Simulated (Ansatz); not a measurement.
# BClH₂O₂: up Jacob's ladder to CCSD(T)

Aim: compute BClH₂O₂ with functionals from several rungs and with coupled cluster. The yardstick is the atomisation energy at the CCSD(T) limit.

Computed with Ansatz 0.2.0, Gaussian basis. Level: functionals in def2-TZVPP, the program's frozen cores in correlated methods.

Plan: LDA (SPW92), PBE-D4, revPBE-D4, BLYP-D4, r2SCAN-D4, B97M-V, PBE0-D4, B3LYP-D4, r2SCANh-D4, r2SCAN0-D4, HSE06-D4, BHLYP-D4, CAM-B3LYP-D4, LC-ωPBE, ωB97X-V, ωB97M-V, B2PLYP, PBE-QIDH; CCSD(T)/def2-SVP; CCSD(T)/def2-TZVPP; MP2/def2-QZVPP; extrapolation to the limit; RPA on PBE.

### 1 The geometry

An earlier PBE0-D4 in a triple-zeta def2 set relaxation fixed the geometry.

SMILES `OB(O)Cl`, 6 atoms, charge 0, spin multiplicity 1.

Atoms are counted from 1 here; the program's logs count them from 0.

Bond lengths: O1–B2 1.357 Å, O1–H5 0.960 Å, B2–O3 1.349 Å, B2–Cl4 1.771 Å, O3–H6 0.962 Å. Angles: B2–O1–H5 113.5°, O1–B2–O3 121.0°, O1–B2–Cl4 120.9°, O3–B2–Cl4 118.0°, B2–O3–H6 112.0°.

Coordinates:

```
O     0.1578    1.0254   -0.4421
B    -0.1280   -0.2276   -0.0073
O     0.6092   -0.8139    0.9581
Cl   -1.4814   -1.1414   -0.6917
H    -0.4344    1.3365   -1.1300
H     1.3190   -0.2430    1.2670
```

### 2 LDA

This LDA is Slater exchange with PW92 correlation.

Contents of in.yaml:

```yaml
crystal:
  periodic: [false, false, false]
  atoms:
    - {symbol: O, position_ang: [0.157763, 1.025353, -0.442076]}
    - {symbol: B, position_ang: [-0.128038, -0.227550, -0.007300]}
    - {symbol: O, position_ang: [0.609247, -0.813859, 0.958057]}
    - {symbol: Cl, position_ang: [-1.481443, -1.141367, -0.691707]}
    - {symbol: H, position_ang: [-0.434413, 1.336483, -1.130037]}
    - {symbol: H, position_ang: [1.318984, -0.242961, 1.266962]}
basis:
  gaussian: {orbitals: def2-TZVPP}
hamiltonian: {xc: lda}
output: {orbitals: {seedname: orbitals}}
```

After this run come: PBE-D4 (GGA); revPBE-D4 (GGA); BLYP-D4 (GGA); r2SCAN-D4 (meta-GGA); B97M-V (meta-GGA); PBE0-D4 (hybrid); B3LYP-D4 (hybrid); r2SCANh-D4 (hybrid); r2SCAN0-D4 (hybrid); HSE06-D4 (hybrid); BHLYP-D4 (hybrid); CAM-B3LYP-D4 (range-separated); LC-ωPBE-D4 (range-separated); ωB97X-V (range-separated); ωB97M-V (range-separated); B2PLYP (double hybrid); PBE-QIDH (double hybrid); CCSD(T) in def2-SVP; CCSD(T) in def2-TZVPP; MP2 in def2-QZVPP; RPA on PBE orbitals.

Before running them: what should the planned runs give, taken together? Wanted: atomisation energy, CCSD(T)/CBS; farthest beyond LDA; mean size of error, GGA; mean size of error, meta-GGA; mean size of error, hybrid; mean size of error, range-separated; mean size of error, double hybrid; gap, smallest and largest; T1 diagnostic.

As calculated:

| quantity | value |
| --- | --- |
| atomisation energy, CCSD(T)/CBS | 599.1 kcal/mol |
| functionals within 3.0 kcal/mol (0.5 %) | BLYP-D4, B97M-V, PBE0-D4, r2SCANh-D4, HSE06-D4, CAM-B3LYP-D4, LC-ωPBE, ωB97X-V |
| farthest beyond LDA | BHLYP-D4 (-27.3 kcal/mol) |
| mean size of error, GGA | 6.9 kcal/mol |
| mean size of error, meta-GGA | 3.8 kcal/mol |
| mean size of error, hybrid | 7.2 kcal/mol |
| mean size of error, range-separated | 1.9 kcal/mol |
| mean size of error, double hybrid | 4.9 kcal/mol |
| gap, smallest and largest | 7.10 eV (BLYP-D4), 14.63 eV (LC-ωPBE) |
| T1 diagnostic | 0.0114 |
| triples share of the correlation energy | 3.7 % |

In words: LDA overbinds by 99.5 kcal/mol (17 %). PBE-D4 misses by +15.8 kcal/mol. Double hybrids carry the basis error of their MP2 part in triple zeta, and no dispersion term here, so their miss is partly the set-up's. Taken by rung, range-separated functionals do best (1.9 kcal/mol on average) and hybrid ones worst beyond LDA (7.2 kcal/mol). The mean of the hybrids holds BHLYP, with half exact exchange. Misses under about 3.0 kcal/mol are within the doubt on the reference itself, which lacks core-valence correlation, relativity and higher excitations. Hartree-Fock recovers 72 % of the binding; the rest is correlation. CCSD(T) in def2-SVP is off by -31.8 kcal/mol, worse than the median functional, from the basis alone. The gap grows from 7.1 to 14.6 eV across the functionals, mostly with the share of exact exchange.
